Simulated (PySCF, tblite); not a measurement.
# C4H13NO2Si2: geometry, infrared bands and NMR shifts

Wanted: the infrared bands and NMR shifts of C4H13NO2Si2 (`CCOCC(=O)[Si@H](N)[SiH3]`), by calculation.

The runs use tblite 0.8.0 and PySCF 2.14.0, with density-fitted response routines of our own; the level of theory stands in each step. All values are computed, except where a source is named. Atoms count from 0, in the outputs and in this text.

## Step 1: The molecule as given

22 atoms, charge 0, multiplicity 1; geometry from: force field or distance geometry start.

Bonds of the start (Å): C0–C1 1.53, C1–O2 1.43, O2–C3 1.43, C3–C4 1.53, C4–O5 1.24, C4–Si6 1.89, Si6–N7 1.73, Si6–Si8 2.32, C0–H9 1.08, C0–H10 1.09, C0–H11 1.10, C1–H12 1.08, C1–H13 1.08, C3–H14 1.09, C3–H15 1.09, Si6–H16 1.49, N7–H17 1.03, N7–H18 1.02, Si8–H19 1.49, Si8–H20 1.49, Si8–H21 1.49.

## Step 2: Relaxing the molecule with GFN2-xTB

What the job is given:

```
{"job": {"kind": "relax", "xc": "GFN2-xTB", "basis": "xTB"}, "charge": 0, "multiplicity": 1}
C      3.007300     1.398700     0.111800
C      2.127200     0.862900    -1.015400
O      1.110600     0.055900    -0.422900
C      0.231100    -0.468000    -1.417700
C     -0.873100    -1.335400    -0.820100
O     -1.509700    -2.160400    -1.484200
Si    -1.420900    -1.103000     0.968800
N     -2.673600    -2.205800     1.409000
Si    -2.059200     1.118600     1.163400
H      3.801300     2.022000    -0.281000
H      3.433300     0.581300     0.692000
H      2.396700     1.997400     0.809000
H      2.731800     0.248000    -1.673800
H      1.690800     1.686000    -1.570100
H     -0.243300     0.346600    -1.970000
H      0.806700    -1.103400    -2.084100
H     -0.326500    -1.415500     1.931200
H     -3.324700    -2.269800     0.613400
H     -2.269300    -3.139000     1.456300
H     -3.220700     1.392500     0.276100
H     -0.971000     2.044200     0.747800
H     -2.455100     1.465600     2.559800
```

Launch:

```
> OMP_NUM_THREADS=1 python probes_run.py task.json out
```

The driver reads the jobs from task.json and runs them one after another.

**Question.** This job is followed by: GFN2-xTB harmonic vibrations, gas phase; GIAO PBE0/pcSseg-1 NMR shielding, non-relativistic, gas phase. Predict these results of the whole session: strongest single infrared mode (GFN2-xTB); zero-point energy (GFN2-xTB); 13C shifts against TMS (PBE0/pcSseg-1); 1H shifts against TMS (PBE0/pcSseg-1, means over atoms taken as alike); 17O shifts against H2O (PBE0/pcSseg-1); 29Si shifts against TMS (PBE0/pcSseg-1); 15N shifts against NH3 (PBE0/pcSseg-1).

As calculated:

| quantity | value |
| --- | --- |
| strongest single infrared mode (GFN2-xTB) | 789 cm⁻¹, 650 km/mol |
| zero-point energy (GFN2-xTB) | 101.7 kcal/mol |
| 13C shifts against TMS (PBE0/pcSseg-1) | 256.4, 86.4, 71.0, 17.9 ppm |
| 1H shifts against TMS (PBE0/pcSseg-1, means over atoms taken as alike) | 5.20, 4.02, 3.78, 3.72, 3.67, 3.52, 1.47, 0.20 ppm |
| 17O shifts against H2O (PBE0/pcSseg-1) | 830.7, 38.6 ppm |
| 29Si shifts against TMS (PBE0/pcSseg-1) | -51.4, -113.6 ppm |
| 15N shifts against NH3 (PBE0/pcSseg-1) | 7.1 ppm |

**Reading.** Over 134 steps the energy fell by 0.372 eV; of the close pairs, C4–Si6 changed most, 1.885 to 1.925 Å. The lowest mode is imaginary (62i cm⁻¹), so the xTB geometry is not a minimum. The strongest single mode, at 789 cm⁻¹, has its largest shares on H20, H19 and H21 (the list is cut at 3 atoms). Unscaled tight-binding wavenumbers are off by several per cent, some by more. Its intensities can rank the bands wrongly. At PBE0/pcSseg-1: The widest tensor belongs to O5: span 1772 ppm, with a paramagnetic part of -891 ppm.
